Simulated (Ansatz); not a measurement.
**CH₈N₂Si: a ladder of functionals and wavefunction methods**

How much do the methods differ for CH₈N₂Si? The plan is to run it at one geometry with functionals of several rungs and with coupled cluster, and see how far each lands from CCSD(T) at the basis-set limit for the atomisation energy.

Method: functionals in def2-TZVPP, the program's frozen cores in correlated methods; program: Ansatz 0.2.0, Gaussian basis.

Levels to be run: LDA (SPW92), PBE-D4, revPBE-D4, BLYP-D4, r2SCAN-D4, B97M-V, PBE0-D4, B3LYP-D4, r2SCANh-D4, r2SCAN0-D4, HSE06-D4, BHLYP-D4, CAM-B3LYP-D4, LC-ωPBE, ωB97X-V, ωB97M-V, B2PLYP, PBE-QIDH; CCSD(T)/def2-SVP; CCSD(T)/def2-TZVPP; MP2/def2-QZVPP; extrapolation to the limit; RPA on PBE.

## 1. The relaxed structure

All runs share one geometry, relaxed beforehand with PBE0-D4 in a triple-zeta def2 set.

SMILES `C[SiH](N)N`, 12 atoms, charge 0, spin multiplicity 1.

Atoms are counted from 1 here; the program's logs count them from 0.

Bond lengths: C1–Si2 1.868 Å, C1–H5 1.093 Å, C1–H6 1.093 Å, C1–H7 1.094 Å, Si2–N3 1.714 Å, Si2–N4 1.717 Å, Si2–H8 1.496 Å, N3–H9 1.007 Å, N3–H10 1.006 Å, N4–H11 1.006 Å, N4–H12 1.007 Å. Angles: Si2–C1–H5 111.2°, Si2–C1–H6 110.4°, Si2–C1–H7 111.4°, H5–C1–H6 108.1°, H5–C1–H7 108.1°, H6–C1–H7 107.5°, C1–Si2–N3 117.3°, C1–Si2–N4 105.8°, C1–Si2–H8 108.0°, N3–Si2–N4 106.7°, N3–Si2–H8 103.2°, N4–Si2–H8 116.3°, Si2–N3–H9 121.8°, Si2–N3–H10 120.8°, H9–N3–H10 112.1°, Si2–N4–H11 120.6°, Si2–N4–H12 120.3°, H11–N4–H12 111.5°.

## 2. LDA

This LDA is Slater exchange with PW92 correlation.

Contents of in.yaml:

```yaml
crystal:
  periodic: [false, false, false]
  atoms:
    - {symbol: C, position_ang: [-0.816424, 1.260394, -0.464592]}
    - {symbol: Si, position_ang: [-0.142330, -0.286049, 0.337493]}
    - {symbol: N, position_ang: [1.339390, -0.148586, 1.187760]}
    - {symbol: N, position_ang: [0.123782, -1.399020, -0.942071]}
    - {symbol: H, position_ang: [-0.114417, 1.661929, -1.200250]}
    - {symbol: H, position_ang: [-0.998455, 2.031891, 0.287778]}
    - {symbol: H, position_ang: [-1.765553, 1.064870, -0.972760]}
    - {symbol: H, position_ang: [-1.106736, -0.713448, 1.397793]}
    - {symbol: H, position_ang: [2.189565, 0.134081, 0.728920]}
    - {symbol: H, position_ang: [1.351637, 0.061050, 2.171232]}
    - {symbol: H, position_ang: [-0.478307, -1.407198, -1.748490]}
    - {symbol: H, position_ang: [0.494848, -2.315015, -0.748913]}
basis:
  gaussian: {orbitals: def2-TZVPP}
hamiltonian: {xc: lda}
output: {orbitals: {seedname: orbitals}}
```

The runs that follow: PBE-D4 (GGA); revPBE-D4 (GGA); BLYP-D4 (GGA); r2SCAN-D4 (meta-GGA); B97M-V (meta-GGA); PBE0-D4 (hybrid); B3LYP-D4 (hybrid); r2SCANh-D4 (hybrid); r2SCAN0-D4 (hybrid); HSE06-D4 (hybrid); BHLYP-D4 (hybrid); CAM-B3LYP-D4 (range-separated); LC-ωPBE-D4 (range-separated); ωB97X-V (range-separated); ωB97M-V (range-separated); B2PLYP (double hybrid); PBE-QIDH (double hybrid); CCSD(T) in def2-SVP; CCSD(T) in def2-TZVPP; MP2 in def2-QZVPP; RPA on PBE orbitals.

**Question.** What will the summary of the whole plan be? Wanted: atomisation energy, CCSD(T)/CBS; farthest beyond LDA; mean size of error, GGA; mean size of error, meta-GGA; mean size of error, hybrid; mean size of error, range-separated; mean size of error, double hybrid; gap, smallest and largest; T1 diagnostic.

The runs gave:

| quantity | value |
| --- | --- |
| atomisation energy, CCSD(T)/CBS | 4285.6 kJ/mol |
| functionals within 21.4 kJ/mol (0.5 %) | BLYP-D4, B97M-V, B3LYP-D4, ωB97X-V, ωB97M-V |
| farthest beyond LDA | BHLYP-D4 (-96.6 kJ/mol) |
| mean size of error, GGA | 32.2 kJ/mol |
| mean size of error, meta-GGA | 15.3 kJ/mol |
| mean size of error, hybrid | 46.0 kJ/mol |
| mean size of error, range-separated | 22.2 kJ/mol |
| mean size of error, double hybrid | 53.4 kJ/mol |
| gap, smallest and largest | 5.73 eV (BLYP-D4), 12.95 eV (LC-ωPBE) |
| T1 diagnostic | 0.0094 |
| triples share of the correlation energy | 3.5 % |

What this shows: LDA overbinds by 544.3 kJ/mol (13 %). PBE-D4 misses by +36.9 kJ/mol. Double hybrids carry the basis error of their MP2 part in triple zeta, and no dispersion term here, so their miss is partly the set-up's. By mean error the best rung here is meta-GGA (15.3 kJ/mol) and the worst beyond LDA is double hybrid (53.4 kJ/mol). The gap between the best rungs is small, so their order is not settled. Misses under about 21.4 kJ/mol are within the doubt on the reference itself, which lacks core-valence correlation, relativity and higher excitations. Hartree-Fock recovers 72 % of the binding; the rest is correlation. CCSD(T) in def2-SVP is off by -325.3 kJ/mol, worse than the median functional, from the basis alone. The gap grows from 5.7 to 13.0 eV across the functionals, mostly with the share of exact exchange.
